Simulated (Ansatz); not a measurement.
# CH₈S₂Si₂: basis-set convergence

An exercise on one series of results from a longer session: the logs are not shown, and one member is left open.

Method: one geometry, several basis sets; program: Ansatz 0.2.0, Gaussian basis.

The runs, in order: PBE0-D4/def2-SVP; ωB97M-V/def2-SVP; PBE0-D4/def2-QZVPP; ωB97M-V/def2-QZVPP; the functionals' def2-TZVPP values are taken from earlier runs.

### The relaxed structure

An earlier PBE0-D4 in a triple-zeta def2 set relaxation fixed the geometry.

SMILES `[SiH3][SiH2]SCS`, 13 atoms, charge 0, spin multiplicity 1.

Atoms are counted from 1 here; the program's logs count them from 0.

Bond lengths: Si1–Si2 2.347 Å, Si1–H6 1.486 Å, Si1–H7 1.492 Å, Si1–H8 1.485 Å, Si2–S3 2.146 Å, Si2–H9 1.488 Å, Si2–H10 1.491 Å, S3–C4 1.811 Å, C4–S5 1.805 Å, C4–H11 1.091 Å, C4–H12 1.090 Å, S5–H13 1.343 Å. Angles: Si2–Si1–H6 110.2°, Si2–Si1–H7 109.0°, Si2–Si1–H8 111.6°, H6–Si1–H7 107.9°, H6–Si1–H8 109.8°, H7–Si1–H8 108.2°, Si1–Si2–S3 115.3°, Si1–Si2–H9 110.1°, Si1–Si2–H10 110.7°, S3–Si2–H9 102.6°, S3–Si2–H10 108.7°, H9–Si2–H10 109.1°, Si2–S3–C4 100.2°, S3–C4–S5 116.5°, S3–C4–H11 110.1°, S3–C4–H12 106.3°, S5–C4–H11 105.1°, S5–C4–H12 110.4° and more.

The first run:

in.yaml

```yaml
crystal:
  periodic: [false, false, false]
  atoms:
    - {symbol: Si, position_ang: [-2.025721, -0.552043, -0.119382]}
    - {symbol: Si, position_ang: [0.135718, -1.444072, 0.082791]}
    - {symbol: S, position_ang: [1.670846, -0.369466, -0.962175]}
    - {symbol: C, position_ang: [1.849533, 1.069761, 0.122491]}
    - {symbol: S, position_ang: [0.343084, 1.993399, 0.488704]}
    - {symbol: H, position_ang: [-2.099740, 0.353580, -1.295740]}
    - {symbol: H, position_ang: [-2.993541, -1.666900, -0.335985]}
    - {symbol: H, position_ang: [-2.430580, 0.181302, 1.106769]}
    - {symbol: H, position_ang: [0.194566, -2.789510, -0.549314]}
    - {symbol: H, position_ang: [0.526174, -1.562429, 1.516642]}
    - {symbol: H, position_ang: [2.237554, 0.760651, 1.094193]}
    - {symbol: H, position_ang: [2.588060, 1.717696, -0.348436]}
    - {symbol: H, position_ang: [0.024446, 2.273332, -0.785560]}
basis:
  gaussian: {orbitals: def2-SVP}
hamiltonian: {xc: pbe0, dispersion: d4}
output: {orbitals: {seedname: orbitals}}
```

Started as:

```
ansatz run in.yaml --threads 4 --pin off --events-out ev --progress --plain --max-ram 10444MiB
```

Steps of the session up to this table: PBE0-D4 in def2-SVP; ωB97M-V in def2-SVP; PBE0-D4 in def2-QZVPP; ωB97M-V in def2-QZVPP.

One of the session's tables, all rows but one given; the rest of the session is left out.

```
functional       basis  HOMO (eV)
   PBE0-D4    def2-SVP      -6.88
   PBE0-D4  def2-TZVPP      -6.94
   PBE0-D4  def2-QZVPP          ?
   ωB97M-V    def2-SVP      -8.95
   ωB97M-V  def2-TZVPP      -9.05
   ωB97M-V  def2-QZVPP      -9.07
```

**Question.** Estimate the row for PBE0-D4, def2-QZVPP.

The run gave: HOMO (eV): -6.96. In the column «HOMO (eV)» it lies between ωB97M-V, def2-SVP (-8.95) and PBE0-D4, def2-TZVPP (-6.94).
